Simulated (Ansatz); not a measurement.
# C2H10N2Si: up Jacob's ladder to CCSD(T)

The task here is to estimate one member of a computed series from the others.

Program: Ansatz 0.2.0, Gaussian basis. Level of theory: functionals in def2-TZVPP, the program's frozen cores in correlated methods. These are calculated values, not measurements.

Plan: LDA (SPW92), PBE-D4, revPBE-D4, BLYP-D4, r2SCAN-D4, B97M-V, PBE0-D4, B3LYP-D4, r2SCANh-D4, r2SCAN0-D4, HSE06-D4, BHLYP-D4, CAM-B3LYP-D4, LC-ωPBE, ωB97X-V, ωB97M-V, B2PLYP, PBE-QIDH; CCSD(T)/def2-SVP; CCSD(T)/def2-TZVPP; MP2/def2-QZVPP; extrapolation to the limit; RPA on PBE.

### Structure used throughout

An earlier PBE0-D4 in a triple-zeta def2 set relaxation fixed the geometry.

15 atoms, charge 0, spin multiplicity 1.

Atoms are counted from 1 here; the program's logs count them from 0.

Bond lengths: C1–N2 1.446 Å, C1–H6 1.091 Å, C1–H7 1.092 Å, C1–H8 1.105 Å, N2–C3 1.447 Å, N2–N4 1.407 Å, C3–H9 1.092 Å, C3–H10 1.090 Å, C3–H11 1.103 Å, N4–Si5 1.726 Å, N4–H12 1.007 Å, Si5–H13 1.485 Å, Si5–H14 1.492 Å, Si5–H15 1.488 Å. Angles: N2–C1–H6 109.5°, N2–C1–H7 109.2°, N2–C1–H8 113.3°, H6–C1–H7 108.6°, H6–C1–H8 108.3°, H7–C1–H8 107.8°, C1–N2–C3 112.2°, C1–N2–N4 112.3°, C3–N2–N4 111.4°, N2–C3–H9 109.0°, N2–C3–H10 109.3°, N2–C3–H11 113.2°, H9–C3–H10 108.7°, H9–C3–H11 108.0°, H10–C3–H11 108.4°, N2–N4–Si5 127.8°, N2–N4–H12 111.5°, Si5–N4–H12 119.4° and more.

The first run:

in.yaml reads:

```yaml
crystal:
  periodic: [false, false, false]
  atoms:
    - {symbol: C, position_ang: [-0.721013, -1.286737, 0.638976]}
    - {symbol: N, position_ang: [0.167444, -0.850737, -0.414703]}
    - {symbol: C, position_ang: [1.536884, -0.735932, 0.037409]}
    - {symbol: N, position_ang: [-0.272106, 0.337760, -1.025759]}
    - {symbol: Si, position_ang: [-0.661273, 1.837022, -0.263320]}
    - {symbol: H, position_ang: [-1.730378, -1.398551, 0.241517]}
    - {symbol: H, position_ang: [-0.384374, -2.255517, 1.014524]}
    - {symbol: H, position_ang: [-0.759749, -0.588145, 1.493845]}
    - {symbol: H, position_ang: [1.871223, -1.706087, 0.411935]}
    - {symbol: H, position_ang: [2.169798, -0.447724, -0.801820]}
    - {symbol: H, position_ang: [1.668104, 0.005268, 0.843788]}
    - {symbol: H, position_ang: [-0.556248, 0.179109, -1.978202]}
    - {symbol: H, position_ang: [-0.980753, 2.751731, -1.388582]}
    - {symbol: H, position_ang: [-1.829589, 1.789576, 0.663535]}
    - {symbol: H, position_ang: [0.482039, 2.368965, 0.526867]}
basis:
  gaussian: {orbitals: def2-TZVPP}
hamiltonian: {xc: lda}
output: {orbitals: {seedname: orbitals}}
```

On the command line:

```bash
ansatz run in.yaml --threads 4 --pin off --events-out ev --progress --plain --max-ram 10444MiB
```

Steps of the session up to this table: LDA; PBE-D4 (GGA); revPBE-D4 (GGA); BLYP-D4 (GGA); r2SCAN-D4 (meta-GGA); B97M-V (meta-GGA); B3LYP-D4 (hybrid); r2SCANh-D4 (hybrid); r2SCAN0-D4 (hybrid); HSE06-D4 (hybrid); BHLYP-D4 (hybrid); CAM-B3LYP-D4 (range-separated); LC-ωPBE (range-separated); ωB97X-V (range-separated); ωB97M-V (range-separated); B2PLYP (double hybrid); PBE-QIDH (double hybrid).

One of the session's tables, all rows but one given; the rest of the session is left out.

It belongs to the step «Frontier levels by functional». 

| functional | HOMO (eV) | LUMO (eV) | gap (eV) |
| --- | --- | --- | --- |
| LDA (SPW92) | -5.12 | -0.60 | 4.52 |
| PBE-D4 | ? | ? | ? |
| revPBE-D4 | -4.99 | -0.24 | 4.75 |
| BLYP-D4 | -4.93 | -0.26 | 4.68 |
| r2SCAN-D4 | -5.28 | 0.09 | 5.37 |
| B97M-V | -5.50 | -0.26 | 5.24 |
| PBE0-D4 | -6.41 | 0.48 | 6.89 |
| B3LYP-D4 | -6.20 | 0.24 | 6.44 |
| r2SCANh-D4 | -5.80 | 0.37 | 6.17 |
| r2SCAN0-D4 | -6.59 | 0.77 | 7.36 |
| HSE06-D4 | -6.01 | 0.11 | 6.12 |
| BHLYP-D4 | -7.75 | 1.26 | 9.02 |
| CAM-B3LYP-D4 | -7.80 | 1.40 | 9.20 |
| LC-ωPBE | -9.11 | 2.60 | 11.72 |
| ωB97X-V | -8.81 | 2.42 | 11.23 |
| ωB97M-V | -8.75 | 2.05 | 10.80 |

**Question.** Estimate the row for PBE-D4.

**Answer.** HOMO (eV): -5.03; LUMO (eV): -0.36; gap (eV): 4.68. In the column «HOMO (eV)» it lies between LDA (SPW92) (-5.12) and revPBE-D4 (-4.99).
